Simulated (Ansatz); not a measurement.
# NbSi (Fm-3m) in Ansatz: settings compared

Aim: see how the results for NbSi move with the level of theory and the settings. Levels: PBEsol, PBEsol+D3(BJ), PBEsol+D3(BJ)-ATM, PBEsol+D4. Tasks: relaxation of cell and atoms.

Everything below comes from runs of Ansatz 0.2.0. Logs are shortened: lines on timing, memory, paths and dates and some standing lists are left out, and cuts for length are marked.

**1. The crystal as given**

The structure is cubic, space group Fm-3m (No. 225). The conventional cell has a = 5.148 Å, b = 5.148 Å, c = 5.148 Å, α = 90.00°, β = 90.00°, γ = 90.00°. Around Nb (site symmetry m-3m) lie 6 Si at 2.57 Å. Si (site symmetry m-3m) has 6 Nb at 2.57 Å as nearest neighbours.

The cell was built by a generator and needn't be a form met in nature.

**2. Relaxation of cell and atoms, PBEsol**

input.yaml reads:

```yaml
crystal:
  lattice:
    - [0.0, 2.57383, 2.57383]
    - [2.57383, 0.0, 2.57383]
    - [2.57383, 2.57383, 0.0]
  atoms:
    - { symbol: Nb, position: [0.0, 0.0, 0.0] }
    - { symbol: Si, position: [0.5, 0.5, 0.5] }
hamiltonian:
  xc: pbesol
  pseudopotentials: { kind: paw }
kpoints:
  mp_grid: { grid: [9, 9, 9] }
scf:
  occupations: { method: fermi_dirac, width: 0.05 }
output:
  forces: true
  stress: true
  eigenvalues: true
relax:
  f_tol: 0.01
  max_steps: 40
  cell: { stress_tol: 0.05 }
```

Potentials or basis: Ansatz PAW.

Started as:

```sh
> ansatz run input.yaml --threads 2 --pin off --max-ram 5632MiB --backend cpu --events-out ev --progress --plain --runs-dir out
```

Standard output:

```text
Warning: RAYON_NUM_THREADS=2 ignored (pool sized by the plan → 2); use --threads N
Engine: ansatz 0.2.0, aarch64-unknown-linux-gnu
Pseudopotentials: kind: paw
Pseudopotential: Nb, paw, valence charge 13, recommended cutoff 420 eV (normal), Nb.paw.azcp
Pseudopotential: Si, paw, valence charge 4, recommended cutoff 420 eV (normal), Si.paw.azcp
Functional definition: PBEsol
  exchange = pbesol_x
  correlation = pbesol_c
Crystal: 2 atoms, lattice volume = 34.101 Å³
Basis set: ecut = 420 eV, 645 PW (Γ), exchange–correlation on 50×50×50 points (8 copies of the dense FFT grid, shifted against one another)
Bands: 13, of which v1, the nominal top of the filled ones, is band 9 counted from 1 (8 counted from 0)
Symmetry: 48 space group operations
Space group: Fm-3m (ITA 225), of the structure as read, at distance tolerance 3.2e-5 Å
k-points: 35 of 729
Non-local potential: Nb, projectors of the file, l = 0: 3, l = 1: 2, l = 2: 2, l = 3: 1
Non-local potential: Si, projectors of the file, l = 0: 2, l = 1: 2, l = 2: 2
PAW form: soft (Blöchl's): semilocal exchange-correlation on the pseudo side does not see the compensation charge
PAW frozen core: Nb, regenerated for the run's functional, and the local potential with it (the file was generated under x = pbe(κ = 0.804, μ = 0.2195149727645171), c = pbe(β = 0.06672455060314922))
PAW frozen core: Si, regenerated for the run's functional, and the local potential with it (the file was generated under x = pbe(κ = 0.804, μ = 0.2195149727645171), c = pbe(β = 0.06672455060314922))
PAW one-centre angular grid: Nb, 590 points (default); XC on 64 Gauss nodes
PAW one-centre angular grid: Si, 110 points (default); XC on 64 Gauss nodes
Initial density: superposition of atomic densities (neutral atoms: chi_scale 0, normalization atom), corrected by the library's trained network
Initial wavefunctions: pseudopotential atomic-orbital guess
Functional: x = pbesol(κ = 0.804, μ = 0.12345679012345678), c = pbesol(β = 0.046)
SCF iter   1: F=—  HF=-5117.475239 eV  |F-HF|=—  |Δ(HF+E_count)|=         —  Δρ=5.39e-3  dr2=1.51e-2  ethr=1.77e-3  ⟨swp⟩=5.1  Hψ=2727  notcnv=0
preconditioner: auto → none  [metal: Δε(μ)=0.114 eV  Ē_g=6.873 eV  σ=0.050 eV  W_gap=0.44  n_scr=8 (ndim 8)  ℏωp=19.1 eV  f_vac=0.000  D(μ)=1.17/eV (n_scr^D=14)  sad-step TF]
SCF iter   2: F=—  HF=-5117.473279 eV  |F-HF|=—  |Δ(HF+E_count)|=   1.96e-3  Δρ=3.67e-3  dr2=7.47e-3  ethr=8.85e-5  ⟨swp⟩=1.1  Hψ=737  notcnv=0
SCF iter   3: F=—  HF=-5117.471415 eV  |F-HF|=—  |Δ(HF+E_count)|=   1.86e-3  Δρ=3.68e-4  dr2=1.89e-5  ethr=4.40e-5  ⟨swp⟩=2.1  Hψ=583  notcnv=0
SCF iter   4: F=—  HF=-5117.471424 eV  |F-HF|=—  |Δ(HF+E_count)|=   9.37e-6  Δρ=5.78e-5  dr2=5.54e-7  ethr=1.11e-7  ⟨swp⟩=2.4  Hψ=703  notcnv=0
[... 58 lines left out ...]
iter 5 did not close the SCF: its close was put off for the readings that it lacked (scf_convergence_deferred on its scf_iter line)
SCF iter   5: F=-5117.484935 eV  HF=-5117.484935 eV  |F-HF|=0.00e0  |Δ(HF+E_count)|=  9.09e-13  Δρ=6.13e-9  dr2=1.22e-14  ethr=1.00e-12  ⟨swp⟩=1.0  Hψ=455  notcnv=0
iter 6 did not close the SCF: its close was put off for the readings that it lacked (scf_convergence_deferred on its scf_iter line)
SCF iter   6: F=-5117.484935 eV  HF=-5117.484935 eV  |F-HF|=1.82e-12  |Δ(HF+E_count)|=  1.82e-12  Δρ=1.41e-9  dr2=4.86e-16  ethr=1.00e-12  ⟨swp⟩=1.0  Hψ=455  notcnv=0
iter 7 did not close the SCF: its close was put off for the readings that it lacked (scf_convergence_deferred on its scf_iter line)
SCF iter   7: F=-5117.484935 eV  HF=-5117.484935 eV  |F-HF|=0.00e0  |Δ(HF+E_count)|=  3.64e-12  Δρ=5.55e-10  dr2=9.23e-17  ethr=1.00e-12  ⟨swp⟩=1.0  Hψ=455  notcnv=0
SCF iter   8: F=-5117.484935 eV  HF=-5117.484935 eV  |F-HF|=9.09e-13  |Δ(HF+E_count)|=  1.82e-12  Δρ=5.11e-11  dr2=9.50e-19  ethr=1.00e-12  ⟨swp⟩=1.5  Hψ=1068  notcnv=0
SCF 5 converged in 8 iterations: F = -5117.484935 eV  dr2 = 9.50e-19
relax step   5: F+E_penalty+E_count = -5117.48493481 eV  Δ(F+E_penalty+E_count) = +1.260e-4 eV  max|allowed force component| = 6.245e-31 eV/Å  Δτ_max = 0.0000 Å  P = -0.006 GPa  Ω = 33.134 Å³  stress off target by 5.87e-3 GPa  SCF on the basis re-selected at this cell (its energy is not comparable with the rows above)  (8 SCF iters)
basis re-selected at this cell: Δ(F+E_penalty+E_count) = +1.260e-4 eV, ΔP = -0.004 GPa vs the last step (what re-selecting the basis moved, of the pressure what is left beyond the Pulay correction that the steps carried, after the strain that the cell walked since its last selection, with what the two solves' SCF thresholds leave and, on support functions, any second-order correction that the steps lacked; it is no measure of the basis error at this ecutwfc). This SCF's stress stands 5.87e-3 GPa from its target on what of the cell is left free (relax.cell.stress_tol is 5.00e-2 GPa) and its largest allowed force component is 6.25e-31 eV/Å (relax.f_tol is 1.00e-2 eV/Å): within both
SCF converged after 8 iterations
Free energy (F): -5117.484935 eV
Harris-Foulkes:  -5117.484935 eV  (|F-HF|=9.09e-13)
Internal energy: -5117.474002 eV  (E = F + TS)
E sigma→0 (E₀):  -5117.479468 eV
Entropy (-TS):   -0.010933 eV (-5.467 meV/atom)
Fermi energy:    14.306997 eV
--- Per-component energies (eV) ---
  E_band       = -90.841383
  E_kinetic    = 436.682536
  E_local      = -891.953533  (includes V_loc(G=0)·N_el)
  E_nonlocal   = 148.606700
  E_hartree    = 293.794921
  E_xc         = -230.223415
  E_vxc        = -260.682760  (∫ρ·V_xc dr)
  E_paw        = -3516.786886  (= ΣΔE_a)
  E_vpaw       = -111.084182  (= ΣTr[D̂ρ^β])
  E_aug_tail   = 0.000014  (compensation charges beyond the density's cutoff)
  E_ewald      = -1357.814607
  E_core_change = 0.220270  (= ΣΔE_core)
  E_smearing   = -0.010933  (= −TS)
  E_closure    = -0.000000  (closes the sum)
  Σ components = -5117.484935   (vs F -5117.484935, Δ=0.00e0)
--- Forces (eV/Å), atoms counted from 1 ---
  atom   1  Nb    -0.00000000     0.00000000     0.00000000
  atom   2  Si     0.00000000    -0.00000000     0.00000000
  max |Σ_I F_I| component: 1.12e-30 eV/Å
--- Stress (GPa, compression-positive) ---
       -0.005866      -0.000000      -0.000000
       -0.000000      -0.005866      -0.000000
       -0.000000      -0.000000      -0.005866
  P = ⅓ Tr σ = -0.0059 GPa (-0.059 kbar)
--- Band table (eV; the first three rows and the last of 35) ---
  k-point 0: bands = ["-40.7688", "-16.8280", "-16.8280", "-16.8280", "3.5310", "13.0052", "13.0052", "13.0052", "13.6054", "13.6054", "16.8518", "16.8518", "16.8518"]
  k-point 1: bands = ["-40.7665", "-16.8567", "-16.8316", "-16.8316", "3.7756", "12.5698", "12.8892", "12.8892", "13.4126", "13.4126", "16.6133", "17.6546", "17.6546"]
  k-point 2: bands = ["-40.7606", "-16.9286", "-16.8406", "-16.8406", "4.4768", "11.4654", "12.1144", "12.1144", "13.9307", "13.9307", "16.2957", "19.3166", "19.3166"]
  k-point 34: bands = ["-40.7431", "-16.9920", "-16.9625", "-16.9108", "6.4730", "10.3777", "10.7433", "11.4627", "15.5410", "15.8205", "16.6838", "16.6960", "18.4892"]
--- Relaxed structure (4 steps of the walk, 4 accepted, 1 SCFs on fresh bases) ---
  F+E_penalty+E_count = -5117.48493481 eV   max|allowed force component| = 6.245e-31 eV/Å   (the final SCF, on the basis selected at the relaxed cell)
  cell:  # Å, volume = 33.1341 Å³
    - [-8.662132455922504e-34, 2.549264747753708, 2.549264747753708]
    - [2.549264747753708, -2.8024546180925747e-34, 2.549264747753708]
    - [2.549264747753708, 2.549264747753708, 2.547686016447797e-35]
  atoms:
    - { symbol: Nb, position: [9.478136718005869e-34, -6.983890213267488e-34, -7.981588815162842e-34] }
    - { symbol: Si, position: [0.5, 0.5, 0.5] }
```

It took 2.6 s on 2 threads of Arm Neoverse V2, shared host; peak memory 0.3 GiB.

What came out:

```yaml
Free_energy: -5117.4849 eV
Relaxed_volume: 16.57 Å³/atom
Relaxed_cell: a = 3.605 Å, b = 3.605 Å, c = 3.605 Å, α = 60.00°, β = 60.00°, γ = 60.00°
Space_group_after_relaxing_to_0.05_Å: Fm-3m (No. 225)
Energy_gained_by_relaxing: 6.8 meV/atom
Ionic_steps: 5
Pressure_after_relaxing: 0.0 GPa
Band_gap_on_the_k_mesh: none (metal or under the smearing width)
```

Step by step:
| step | energy change (eV) | largest force (eV/Å) | volume (Å³) |
| --- | --- | --- | --- |
| 1 | 0.0000 | 0.0000 | 34.10 |
| 2 | -0.0104 | 0.0000 | 32.67 |
| 3 | -0.0136 | 0.0000 | 33.15 |
| 4 | -0.0136 | 0.0000 | 33.13 |
| 5 | -0.0135 | 0.0000 | 33.13 |

Final structure:
```
Nb Si
1.0
     0.00000    2.54926    2.54926
     2.54926    0.00000    2.54926
     2.54926    2.54926    0.00000
Nb Si
1 1
Direct
  0.00000 0.00000 0.00000
  0.50000 0.50000 0.50000
```

Caveat: the plane-wave basis is chosen anew once the cell has moved, so the energies of steps on either side of that aren't comparable; the PAW data sets come from PBE, with cores solved anew for the run's functional, which leaves a small shift of forces and pressure.

**3. Relaxation of cell and atoms, PBEsol+D3(BJ)**

input.yaml: that of step 2 with these lines changed.

```diff
@@ -11,2 +11,3 @@
   pseudopotentials: { kind: paw }
+  dispersion: d3bj
 kpoints:
```

Potentials or basis: Ansatz PAW.

Started as:

```sh
> ansatz run input.yaml --threads 2 --pin off --max-ram 5632MiB --backend cpu --events-out ev --progress --plain --runs-dir out
```

Run time: 2.6 s. Hardware: 2 threads of Arm Neoverse V2, shared host; peak memory 0.3 GiB.

The run converged. Its results:

- Free energy: -5118.5928 eV
- Relaxed volume: 16.01 Å³/atom
- Relaxed cell: a = 3.565 Å, b = 3.565 Å, c = 3.565 Å, α = 60.00°, β = 60.00°, γ = 60.00°
- Space group after relaxing (to 0.05 Å): Fm-3m (No. 225)
- Energy gained by relaxing: 32.4 meV/atom
- Ionic steps: 5
- Pressure after relaxing: 0.0 GPa
- Band gap on the k mesh: none (metal or under the smearing width)

The path:
| step | energy change (eV) | largest force (eV/Å) | volume (Å³) |
| --- | --- | --- | --- |
| 1 | 0.0000 | 0.0000 | 34.10 |
| 2 | -0.0484 | 0.0000 | 31.05 |
| 3 | -0.0649 | 0.0000 | 32.12 |
| 4 | -0.0651 | 0.0000 | 32.03 |
| 5 | -0.0648 | 0.0000 | 32.03 |

Final structure:
```
Nb Si
1.0
     0.00000    2.52061    2.52061
     2.52061    0.00000    2.52061
     2.52061    2.52061    0.00000
Nb Si
1 1
Direct
  0.00000 0.00000 0.00000
  0.50000 0.50000 0.50000
```

Levels at points of the mesh, in eV from the Fermi level:
| k point | band 6 | band 7 | band 8 | band 9 | band 10 | band 11 | band 12 | band 13 |
| --- | --- | --- | --- | --- | --- | --- | --- | --- |
| (0.00, 0.00, 0.00) | -1.39 | -1.39 | -1.39 | -0.74 | -0.74 | 2.63 | 2.63 | 2.63 |

Caveat: the plane-wave basis is chosen anew once the cell has moved, so the energies of steps on either side of that aren't comparable; pairwise dispersion overbinds metals, which lowers pressure and volume; the PAW data sets come from PBE, with cores solved anew for the run's functional, which leaves a small shift of forces and pressure.

(Part 1 of 2 ends here.)
